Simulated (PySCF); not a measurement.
# C3H2I2S: the cost of one run

Programs: PySCF 2.14.0, with routines of our own; each step states its level. All values are computed. Atoms count from 0.

## 1. The starting structure

8 atoms, charge 0, multiplicity 1; geometry from: GFN2-xTB.

## 2. Geometry optimisation at PBE0-D3(BJ)/def2-SVP

Job settings and geometry (Å):

```
{"job": {"xc": "PBE0", "basis": "def2-SVP", "d3": "d3bj", "grid": 1, "maxiter": 30, "shake": 0.01, "kind": "geom"}, "charge": 0, "multiplicity": 1}
S      3.029540    -0.686500    -0.130430
C      1.556010    -0.105280    -0.089700
C      0.339360     0.399000    -0.109240
I      0.269830     2.510320     0.262070
C     -0.909290    -0.343610    -0.235260
I     -1.872010    -0.689640     1.711510
H     -0.730990    -1.323840    -0.654070
H     -1.627290     0.220410    -0.807350
```

Command:

```console
> OMP_NUM_THREADS=1 python heavy_run.py task.json out
```

The driver reads the jobs from task.json and runs them one after another.

Q: Estimate the wall time and peak memory of this first job on 1 thread of Arm Neoverse V2, shared host.

About 53 s, with a peak of 0.53 GiB.
